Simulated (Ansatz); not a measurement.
Geometry optimisation, DFT PBEsol, scalar-relativistic, plane waves, PAW in Ansatz.

input.yaml

```yaml
accuracy: low
crystal:
  lattice:
    - [5.79968, 0.0, 0.0]
    - [-2.89984, 5.02267, 0.0]
    - [0.0, 0.0, 15.256295]
  atoms:
    - { symbol: W, position: [0.0, 0.0, 0.0655467] }
    - { symbol: C, position: [0.3333333, 0.1666667, 0.1585421] }
    - { symbol: W, position: [0.0, 0.0, 0.2515375] }
    - { symbol: C, position: [0.3333333, 0.1666667, 0.3445329] }
    - { symbol: W, position: [0.0, 0.5, 0.0655467] }
    - { symbol: C, position: [0.3333333, 0.6666667, 0.1585421] }
    - { symbol: W, position: [0.0, 0.5, 0.2515375] }
    - { symbol: C, position: [0.3333333, 0.6666667, 0.3445329] }
    - { symbol: W, position: [0.5, 0.0, 0.0655467] }
    - { symbol: C, position: [0.8333333, 0.1666667, 0.1585421] }
    - { symbol: W, position: [0.5, 0.0, 0.2515375] }
    - { symbol: C, position: [0.8333333, 0.1666667, 0.3445329] }
    - { symbol: W, position: [0.5, 0.5, 0.0655467] }
    - { symbol: C, position: [0.8333333, 0.6666667, 0.1585421] }
    - { symbol: W, position: [0.5, 0.5, 0.2515375] }
    - { symbol: C, position: [0.8333333, 0.6666667, 0.3445329] }
basis:
  ecutwfc: 420.0
kpoints:
  mp_grid: { grid: [2, 2, 1] }
hamiltonian:
  xc: pbesol
  pseudopotentials: { kind: paw, azcp: { folder: soft_1 } }
scf:
  occupations: { method: fermi_dirac, width: 0.05 }
  lower_state_search: "off"
relax:
  f_tol: 0.08
  max_steps: 25
  adjacent_minimum: "off"
  constraints: [{ sites: [0, 4, 8, 12] }]
```

Run as:

```bash
$ ansatz run input.yaml --threads 1 --pin off --max-ram 3072MiB --backend cpu --events-out ev --progress --plain --runs-dir out
```

**Question.** Where does it end, and by what steps?

**Answer.** The forces met the threshold. Limits of this set-up: coarse k mesh, thin slab, slab without dipole correction, PAW files made for another functional, low accuracy level. After 5 steps the energy has fallen by 3.956 eV; C4 moved furthest, 0.30 Å.

| step | energy less start (eV) | largest force component (eV/Å) | accepted |
| --- | --- | --- | --- |
| 0 | 0.0000 | 5.109 | yes |
| 1 | -3.5900 | 1.306 | yes |
| 2 | -3.7815 | 0.580 | yes |
| 3 | -3.9191 | 0.550 | yes |
| 4 | -3.9543 | 0.127 | yes |
| 5 | -3.9561 | 0.007 | yes |

```xyz
16
Lattice="5.7997 0.0000 0.0000 -2.8998 5.0227 0.0000 0.0000 0.0000 15.2563" Properties=species:S:1:pos:R:3
W 0.000 0.000 1.000
C 1.450 0.837 2.300
W 0.000 0.000 3.852
C 1.450 0.837 4.958
W -1.450 2.511 1.000
C 0.000 3.348 2.300
W -1.450 2.511 3.852
C 0.000 3.348 4.958
W 2.900 0.000 1.000
C 4.350 0.837 2.300
W 2.900 0.000 3.852
C 4.350 0.837 4.958
W 1.450 2.511 1.000
C 2.900 3.348 2.300
W 1.450 2.511 3.852
C 2.900 3.348 4.958
```

Whether the end is a true minimum wasn't checked by a vibrational analysis.

Time of the run: 14 s on 1 thread of Intel(R) Xeon(R) 6975P-C (Granite Rapids), with other jobs on the host, peak memory 0.63 GiB.
